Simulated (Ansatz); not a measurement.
# C5H8Cl2Si2: small, medium and large basis sets

One table from this session's results is given with a row withheld; the runs are named, their logs left out.

Computed with Ansatz 0.2.0, Gaussian basis. Level: one geometry, several basis sets.

Plan: PBE0-D4/def2-SVP; ωB97M-V/def2-SVP; PBE0-D4/def2-QZVPP; ωB97M-V/def2-QZVPP; the functionals' def2-TZVPP values are taken from earlier runs.

**The geometry**

All runs share one geometry, relaxed beforehand with PBE0-D4 in a triple-zeta def2 set.

SMILES `C=C[Si@H](Cl)C#C[Si@H](C)Cl`, 17 atoms, charge 0, spin multiplicity 1.

Atoms are counted from 1 here; the program's logs count them from 0.

Bond lengths: C1–C2 1.330 Å, C1–H10 1.086 Å, C1–H11 1.087 Å, C2–Si3 1.844 Å, C2–H12 1.088 Å, Si3–Cl4 2.056 Å, Si3–C5 1.822 Å, Si3–H13 1.480 Å, C5–C6 1.214 Å, C6–Si7 1.824 Å, Si7–C8 1.852 Å, Si7–Cl9 2.057 Å, Si7–H14 1.480 Å, C8–H15 1.092 Å, C8–H16 1.093 Å, C8–H17 1.092 Å. Angles: C2–C1–H10 122.2°, C2–C1–H11 121.8°, H10–C1–H11 116.1°, C1–C2–Si3 121.3°, C1–C2–H12 119.3°, Si3–C2–H12 119.4°, C2–Si3–Cl4 110.5°, C2–Si3–C5 110.8°, C2–Si3–H13 110.1°, Cl4–Si3–C5 107.2°, Cl4–Si3–H13 108.3°, C5–Si3–H13 109.9°, Si3–C5–C6 178.6°, C5–C6–Si7 178.4°, C6–Si7–C8 110.4°, C6–Si7–Cl9 108.0°, C6–Si7–H14 108.5°, C8–Si7–Cl9 109.9° and more.

As a file:

```xyz
17
charge 0, multiplicity 1
C     1.6986    0.8463   -3.6826
C     1.8140    0.5827   -2.3839
Si    0.9141    1.5802   -1.1211
Cl    2.2423    2.5390    0.1216
C    -0.1265    0.5113   -0.0744
C    -0.8174   -0.2232    0.6023
Si   -1.8415   -1.3005    1.6603
C    -1.2902   -1.1866    3.4246
Cl   -1.6361   -3.2332    0.9871
H     2.2159    0.2632   -4.4391
H     1.0788    1.6606   -4.0481
H     2.4455   -0.2426   -2.0623
H     0.0767    2.6045   -1.7836
H    -3.2613   -0.9214    1.4836
H    -0.2431   -1.4814    3.5169
H    -1.3939   -0.1590    3.7821
H    -1.8950   -1.8402    4.0567
```

Set-up of the first run:

in.yaml reads:

```yaml
crystal:
  periodic: [false, false, false]
  atoms:
    - {symbol: C, position_ang: [1.698621, 0.846286, -3.682633]}
    - {symbol: C, position_ang: [1.813957, 0.582689, -2.383892]}
    - {symbol: Si, position_ang: [0.914120, 1.580211, -1.121092]}
    - {symbol: Cl, position_ang: [2.242296, 2.538973, 0.121578]}
    - {symbol: C, position_ang: [-0.126503, 0.511291, -0.074400]}
    - {symbol: C, position_ang: [-0.817401, -0.223175, 0.602346]}
    - {symbol: Si, position_ang: [-1.841480, -1.300471, 1.660322]}
    - {symbol: C, position_ang: [-1.290176, -1.186642, 3.424552]}
    - {symbol: Cl, position_ang: [-1.636129, -3.233204, 0.987126]}
    - {symbol: H, position_ang: [2.215882, 0.263184, -4.439111]}
    - {symbol: H, position_ang: [1.078768, 1.660554, -4.048129]}
    - {symbol: H, position_ang: [2.445464, -0.242641, -2.062301]}
    - {symbol: H, position_ang: [0.076719, 2.604533, -1.783581]}
    - {symbol: H, position_ang: [-3.261319, -0.921421, 1.483584]}
    - {symbol: H, position_ang: [-0.243077, -1.481425, 3.516940]}
    - {symbol: H, position_ang: [-1.393869, -0.158970, 3.782085]}
    - {symbol: H, position_ang: [-1.894971, -1.840171, 4.056705]}
basis:
  gaussian: {orbitals: def2-SVP}
hamiltonian: {xc: pbe0, dispersion: d4}
output: {orbitals: {seedname: orbitals}}
```

Among the steps run: PBE0-D4 in def2-SVP; ωB97M-V in def2-SVP; PBE0-D4 in def2-QZVPP; ωB97M-V in def2-QZVPP.

One of the session's tables, all rows but one given; the rest of the session is left out.

It belongs to the step «Functionals by basis». 

```
functional       basis  HOMO (eV)
   PBE0-D4    def2-SVP      -8.23
   PBE0-D4  def2-TZVPP      -8.27
   PBE0-D4  def2-QZVPP      -8.29
   ωB97M-V    def2-SVP     -10.41
   ωB97M-V  def2-TZVPP     -10.48
   ωB97M-V  def2-QZVPP          ?
```

Q: Estimate the row for ωB97M-V, def2-QZVPP from the others.

The run gave: HOMO (eV): -10.50. In the column «HOMO (eV)» it is the lowest.
